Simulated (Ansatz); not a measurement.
**C2H9NOSi2: one species, many methods**

How much do the methods differ for C2H9NOSi2? The plan is to run it at one geometry with functionals of several rungs and with coupled cluster, and see how far each lands from CCSD(T) at the basis-set limit for the atomisation energy.

The runs use Ansatz 0.2.0, Gaussian basis; functionals in def2-TZVPP, the program's frozen cores in correlated methods.

Plan: PBE-D4, r2SCAN-D4, PBE0-D4, B3LYP-D4, ωB97X-V, ωB97M-V, B2PLYP; CCSD(T)/def2-TZVPP; MP2/def2-QZVPP; extrapolation to the limit.

## 1. Structure used throughout

All runs share one geometry, relaxed beforehand with PBE0-D4 in a triple-zeta def2 set.

SMILES `C=C[Si](N)(O)[SiH3]`, 15 atoms, charge 0, spin multiplicity 1.

Atoms are counted from 1 here; the program's logs count them from 0.

Bond lengths: C1–C2 1.330 Å, C1–H7 1.087 Å, C1–H8 1.087 Å, C2–Si3 1.861 Å, C2–H9 1.091 Å, Si3–N4 1.722 Å, Si3–O5 1.651 Å, Si3–Si6 2.349 Å, N4–H10 1.008 Å, N4–H11 1.008 Å, O5–H12 0.960 Å, Si6–H13 1.490 Å, Si6–H14 1.491 Å, Si6–H15 1.489 Å. Angles: C2–C1–H7 122.5°, C2–C1–H8 121.9°, H7–C1–H8 115.6°, C1–C2–Si3 123.6°, C1–C2–H9 117.8°, Si3–C2–H9 118.7°, C2–Si3–N4 105.2°, C2–Si3–O5 113.9°, C2–Si3–Si6 111.4°, N4–Si3–O5 108.2°, N4–Si3–Si6 115.4°, O5–Si3–Si6 103.1°, Si3–N4–H10 119.3°, Si3–N4–H11 120.6°, H10–N4–H11 111.0°, Si3–O5–H12 115.9°, Si3–Si6–H13 109.3°, Si3–Si6–H14 110.6° and more.

As a file:

```tsv
atom	x (Å)	y (Å)	z (Å)
C1	-1.3636	1.6896	0.7622
C2	-1.4222	0.3694	0.6099
Si3	0.0322	-0.6725	0.0967
N4	-0.5456	-1.6464	-1.2000
O5	0.5885	-1.6746	1.2855
Si6	1.9060	0.6537	-0.3992
H7	-2.2230	2.2812	1.0656
H8	-0.4456	2.2469	0.5915
H9	-2.3773	-0.1223	0.8013
H10	-1.2616	-1.2832	-1.8089
H11	0.0809	-2.2551	-1.7029
H12	0.0274	-2.4237	1.4995
H13	3.0025	-0.2140	-0.9139
H14	1.5792	1.6439	-1.4650
H15	2.4223	1.4069	0.7774
```

## 2. PBE-D4 (GGA)

The input, in.yaml:

```yaml
crystal:
  periodic: [false, false, false]
  atoms:
    - {symbol: C, position_ang: [-1.363572, 1.689605, 0.762218]}
    - {symbol: C, position_ang: [-1.422244, 0.369448, 0.609932]}
    - {symbol: Si, position_ang: [0.032163, -0.672473, 0.096728]}
    - {symbol: N, position_ang: [-0.545566, -1.646355, -1.199978]}
    - {symbol: O, position_ang: [0.588478, -1.674598, 1.285531]}
    - {symbol: Si, position_ang: [1.905981, 0.653687, -0.399150]}
    - {symbol: H, position_ang: [-2.223028, 2.281218, 1.065617]}
    - {symbol: H, position_ang: [-0.445583, 2.246930, 0.591535]}
    - {symbol: H, position_ang: [-2.377251, -0.122281, 0.801309]}
    - {symbol: H, position_ang: [-1.261603, -1.283223, -1.808890]}
    - {symbol: H, position_ang: [0.080883, -2.255090, -1.702945]}
    - {symbol: H, position_ang: [0.027413, -2.423692, 1.499537]}
    - {symbol: H, position_ang: [3.002515, -0.214009, -0.913871]}
    - {symbol: H, position_ang: [1.579166, 1.643926, -1.464952]}
    - {symbol: H, position_ang: [2.422269, 1.406917, 0.777377]}
basis:
  gaussian: {orbitals: def2-TZVPP}
hamiltonian: {xc: pbe, dispersion: d4}
output: {forces: true, orbitals: {seedname: orbitals}}
```

Started as:

```sh
$ ansatz run in.yaml --threads 2 --pin off --events-out ev --progress --plain --max-ram 32768MiB --backend cuda --devices 0, --max-vram 18GiB
```

Further steps of the session: r2SCAN-D4 (meta-GGA); PBE0-D4 (hybrid); B3LYP-D4 (hybrid); ωB97X-V (range-separated); ωB97M-V (range-separated); B2PLYP (double hybrid); CCSD(T) in def2-TZVPP; MP2 in def2-QZVPP.

Before running them: what should the planned runs give, taken together? Wanted: atomisation energy, CCSD(T)/CBS; farthest; mean size of error, hybrid; mean size of error, range-separated; gap, smallest and largest; T1 diagnostic; triples share of the correlation energy.

**Answer**, as computed:

```
                               quantity                                  value
        atomisation energy, CCSD(T)/CBS                          5538.3 kJ/mol
 functionals within 27.7 kJ/mol (0.5 %)  r2SCAN-D4, B3LYP-D4, ωB97X-V, ωB97M-V
                               farthest                  B2PLYP (-75.2 kJ/mol)
             mean size of error, hybrid                            16.7 kJ/mol
    mean size of error, range-separated                             8.3 kJ/mol
              gap, smallest and largest   4.32 eV (PBE-D4), 11.09 eV (ωB97X-V)
                          T1 diagnostic                                 0.0122
triples share of the correlation energy                                  3.9 %
```

PBE-D4 misses by +57.7 kJ/mol. Double hybrids carry the basis error of their MP2 part in triple zeta, and no dispersion term here, so their miss is partly the set-up's. Misses under about 27.7 kJ/mol are within the doubt on the reference itself, which lacks core-valence correlation, relativity and higher excitations. Hartree-Fock recovers 72 % of the binding; the rest is correlation. Orbital gaps span 4.3 to 11.1 eV; exact exchange widens them.
